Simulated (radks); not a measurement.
# Kr⁺ in [Ar] 3d10 4s2 4p5: an all-electron calculation

The task here is to estimate one member of a computed series from the others.

Method: scalar-relativistic Kohn-Sham, PBEsol, spin-polarised, spherical densities, finite nucleus; open shells are filled with parallel spins first. Code: radks (a radial shooting solver on a logarithmic mesh, Libxc functionals) version 1.

## The system

| Property | Result |
| --- | --- |
| element | krypton (Z = 36) |
| charge | +1 |
| electrons | 35 |
| configuration | [Ar] 3d10 4s2 4p5 |
| nuclear rms radius | 4.1884 fm |

Outer shells as boxes (Hund's rule):

Kr⁺
```
[Ar] core
3d [↑↓][↑↓][↑↓][↑↓][↑↓]
4s [↑↓]
4p [↑↓][↑↓][↑ ]
```

The first run:

Input:

```text
Z 36
configuration [Ar] 3d10 4s2 4p5 5s0 4d0
relativity scalar-relativistic
functional pbe_sol,pbe_sol
spin polarised
nucleus finite rms 4.1884 fm
c 137.035999084
```

One table of the session follows, with a row left open; its other results are not shown here.

It belongs to the step «Orbitals and density». Sizes of the orbitals, from the radial functions (bohr):

```
  level      <r>  outermost maximum (interpolated)  90 % within  nodes
  1s up  0.04151                            0.0271       0.0742      0
1s down  0.04151                            0.0271       0.0742      0
  2s up   0.1836                             0.154        0.284      1
2s down   0.1836                             0.154        0.284      1
  2p up   0.1602                             0.123        0.261      0
2p down   0.1602                             0.123        0.261      0
  3s up   0.5307                             0.467        0.789      2
3s down   0.5307                             0.467        0.789      2
  3p up        ?                                 ?            ?      ?
3p down   0.5408                             0.463        0.824      1
  3d up   0.5559                             0.411        0.911      0
3d down   0.5553                             0.411        0.909      0
  4s up    1.537                              1.33         2.27      3
4s down    1.538                              1.33         2.27      3
  4p up    1.821                              1.52         2.75      2
4p down    1.832                              1.52         2.78      2
```

**Question.** Estimate the row for 3p up.

The run gave: <r>: 0.5409; outermost maximum (interpolated): 0.463; 90 % within: 0.825; nodes: 1. In the column «<r>» it lies between 3p down (0.5408) and 3d down (0.5553).

To keep in mind: Open shells are spherical and high-spin; term and fine-structure splittings are not resolved.
